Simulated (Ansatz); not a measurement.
# Be2H (doublet): the correlation ladder at distance Be1–Be2 = 4.690 Å, cc-pVDZ

Aim: climb from Hartree-Fock through coupled cluster and multireference methods for Be2H (doublet) at one geometry and basis, and see what each rung misses.

Computed with Ansatz 0.2.0, Gaussian basis. Level: cc-pVDZ, core rule «outside noble gas», up to 2 orbitals frozen.

Plan: UHF; CCSD(T) on ROHF; CCSD(T) on UHF; BCCD(T) on ROHF; CISD; CCSDT(Q) on ROHF; CCSDT(Q) on UHF; CASSCF and MRCISD+Q, 3 electrons in 3 orbitals; CASSCF and NEVPT2, 3 electrons in 3 orbitals; Full CI.

27 further runs of the same task are left out: 14 for a known fault of the program, 9 that didn't finish, 4 set aside as unsound or not needed.

## Step 1: What is computed

The geometry derives from a PBE0/def2-TZVP stationary point (not a proven minimum). One bond is set to the value named and the two fragments are kept rigid.

3 atoms, charge 0, spin multiplicity 2.

Atoms are counted from 1 here; the program's logs count them from 0.

Bond lengths: Be1–H3 1.348 Å.

## Step 2: UHF

The input, in.yaml:

```yaml
crystal:
  periodic: [false, false, false]
  atoms:
    - {symbol: Be, position_ang: [0.000000, 0.000000, 1.113838]}
    - {symbol: Be, position_ang: [0.000000, 0.000000, -3.576162]}
    - {symbol: H, position_ang: [0.000000, 0.000000, 2.462324]}
basis:
  gaussian: {orbitals: cc-pVDZ}
magnetization: {spin_polarized: true, initial_magnetization: 1}
hamiltonian: {xc: hf}
output: {orbitals: {seedname: orbitals}}
```

Launch:

```console
$ ansatz run in.yaml --threads 1 --pin off --events-out ev --progress --plain --max-ram 2393MiB
```

Further steps of the session: CCSD(T) on ROHF; CCSD(T) on UHF; BCCD(T) on ROHF; CISD; CCSDT(Q) on ROHF; CCSDT(Q) on UHF; CASSCF and MRCISD+Q, 3 electrons in 3 orbitals; CASSCF and NEVPT2, 3 electrons in 3 orbitals; Full CI.

Q: Predict the results of all the runs planned. Wanted: FCI below the RHF energy; RMP2 from FCI; UMP2 from FCI; RCCSD from FCI; RCCSD(T) from FCI; UCCSD(T) from FCI; RCCSDT(Q) from FCI; UCCSDT(Q) from FCI; NEVPT2 pair from FCI.

**Answer**, as computed:

| quantity | value |
| --- | --- |
| FCI below the RHF energy | -2.2885 eV |
| RMP2 from FCI | +826.6 meV |
| UMP2 from FCI | +908.9 meV |
| RCCSD from FCI | +20.0 meV |
| RCCSD(T) from FCI | +6.9 meV |
| UCCSD(T) from FCI | +6.7 meV |
| RCCSDT(Q) from FCI | +0.1 meV |
| UCCSDT(Q) from FCI | +0.1 meV |
| NEVPT2 pair from FCI | +768.5 meV |
| MRCISD+Q pair from FCI | -22.3 meV |
| levels within 1 kcal/mol (43 meV) | RCCSD, UCCSD, RCCSD(T), UCCSD(T), BCCD(T), RCCSDT, UCCSDT, RCCSDT(Q), UCCSDT(Q), MRCISD+Q pair |
| T1 diagnostic | 0.019 |
| effectively unpaired electrons | 1.17 |

**Reading.** RCCSD(T) lands +6.9 meV from the yardstick (0.3 % of the correlation energy). MRCISD+Q pair falls below full CI: the +Q correction isn't variational, and the cores differ from full CI's. One determinant dominates. Of the multireference levels listed MRCISD+Q pair comes nearest in total energy (-22.3 meV), which doesn't show that its space is the better one. These misses are within one basis, not against nature; the frozen cores of restricted and unrestricted runs differ, which can shift their rows.
